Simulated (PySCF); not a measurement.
# Ways to converge the SCF of GaSe⁺ (triplet)

Aim: find out which solver settings change the answer for GaSe⁺ (triplet).

The runs use PySCF 2.14.0; each script names its method and basis.

7 further runs of the same task are left out: 7 that didn't finish.

**1. The starting structure**

GaSe⁺ (triplet): 2 atoms, charge 1, spin multiplicity 3.

Bond lengths: Ga1–Se2 2.783 Å.

**2. Base script**

The input, input.py:

```python
from pyscf import gto, dft

mol = gto.M(
    atom='Ga 0 0 0; Se 0 0 2.783',
    basis='sbkjc',
    ecp={'Ga': 'sbkjc', 'Se': 'sbkjc'},
    charge=1,
    spin=2,
    symmetry=True,
    verbose=4,
)
mf = dft.UKS(mol, xc='wb97x')
mf.kernel()
mf.mulliken_pop()
mf.dip_moment()
print('orbital energies (hartree):', [e[max(0, n-3):n+3].round(4) for e, n in zip(mf.mo_energy, mol.nelec)])
```

Command:

```bash
> OMP_NUM_THREADS=1 python input.py
```

Its log is not repeated here.

In short: E(SCF) = -267.407581 Eh, ⟨S²⟩ = 2.005.

The bond length is a typed value, not an optimised one. The dipole of an ion depends on the origin. The triplet is typed in the script; nothing here shows that it is the ground state.

**3. Second-order solver on**

Edit 1 changes second-order solver: off → on.

The input, input.py:

```python
from pyscf import gto, dft

mol = gto.M(
    atom='Ga 0 0 0; Se 0 0 2.783',
    basis='sbkjc',
    ecp={'Ga': 'sbkjc', 'Se': 'sbkjc'},
    charge=1,
    spin=2,
    symmetry=True,
    verbose=4,
)
mf = dft.UKS(mol, xc='wb97x')
mf = mf.newton()
mf.kernel()
mf.mulliken_pop()
mf.dip_moment()
print('orbital energies (hartree):', [e[max(0, n-3):n+3].round(4) for e, n in zip(mf.mo_energy, mol.nelec)])
```

Command:

```bash
> OMP_NUM_THREADS=1 python input.py
```

**4. Level shift 0.5 hartree**

Edit 2 changes level shift: none → 0.5 hartree.

input.py, as its differences from that of step 2:

```diff
@@ -12,2 +12,3 @@
 mf = dft.UKS(mol, xc='wb97x')
+mf.level_shift = 0.5
 mf.kernel()
```

Q: Predict the outcome of this session. Wanted: for each run, E(SCF); from base; gap, α spin.

**Answer**, as computed:

| run | E(SCF) (hartree) | from base (eV) | cycles | gap, α spin (eV) |
| --- | --- | --- | --- | --- |
| base | -267.407581 | 0 | 17 | 10.09 |
| second-order solver on | -262.024384 | +146.4842 | 7 macro | -47.56 |
| level shift 0.5 hartree | -267.407581 | 0.0000 | 23 | 10.09 |

Distance from each run's final energy (log10 hartree) by cycle:

| run | cycle 1 | cycle 2 | cycle 3 | cycle 5 | cycle 8 | cycle 12 |
| --- | --- | --- | --- | --- | --- | --- |
| base | 1.8 | 1.6 | 0.0 | 0.4 | -0.5 | -4.2 |
| second-order solver on | 1.5 | 0.9 | -0.1 | -3.9 | done | done |
| level shift 0.5 hartree | 1.7 | 1.6 | 0.0 | -0.4 | -2.1 | -4.2 |

What this shows: No change of the SCF energy comes from level shift 0.5 hartree. With second-order solver on the SCF ends in another solution, 146.48 eV higher: the path to self-consistency decides the state here. The base needs 17 cycles and the run with level shift 0.5 hartree needs 23. The dearest run is “second-order solver on”, at 26 s against 6.3 s.
